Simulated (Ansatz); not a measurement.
BaMn2Bi2:

```
CELL_PARAMETERS angstrom
-2.24629 2.24629 7.27818
2.24629 -2.24629 7.27818
2.24629 2.24629 -7.27818
ATOMIC_POSITIONS crystal
Bi 0.63321 0.63321 0.00000
Bi 0.36679 0.36679 0.00000
Ba 0.00000 0.00000 0.00000
Mn 0.75000 0.25000 0.50000
Mn 0.25000 0.75000 0.50000
```

The cell is a database's computed one.

Program: Ansatz 0.2.0. Alike in all runs: task band structure; potentials or basis Ansatz PAW; spin non-collinear, ferromagnetic start, SOC; cell as given; k mesh 6 × 6 × 6; smearing fermi-dirac 0.05 eV.

Order these runs on this cell by their pressure, lowest first.
A. level r2SCAN; cutoff (eV) 500
B. level PBEsol; cutoff (eV) 420
C. level LDA; cutoff (eV) 420
D. level PBE; cutoff (eV) 420

C (-4.5 GPa), B (-2.1 GPa), D (0.3 GPa), A (1.9 GPa).

Caveats: the PAW data sets come from PBE, with cores solved anew for the run's functional, which leaves a small shift of forces and pressure (some runs); the magnetic or orbital state may not be the lowest (some runs).

Not every run made on this cell is shown here.
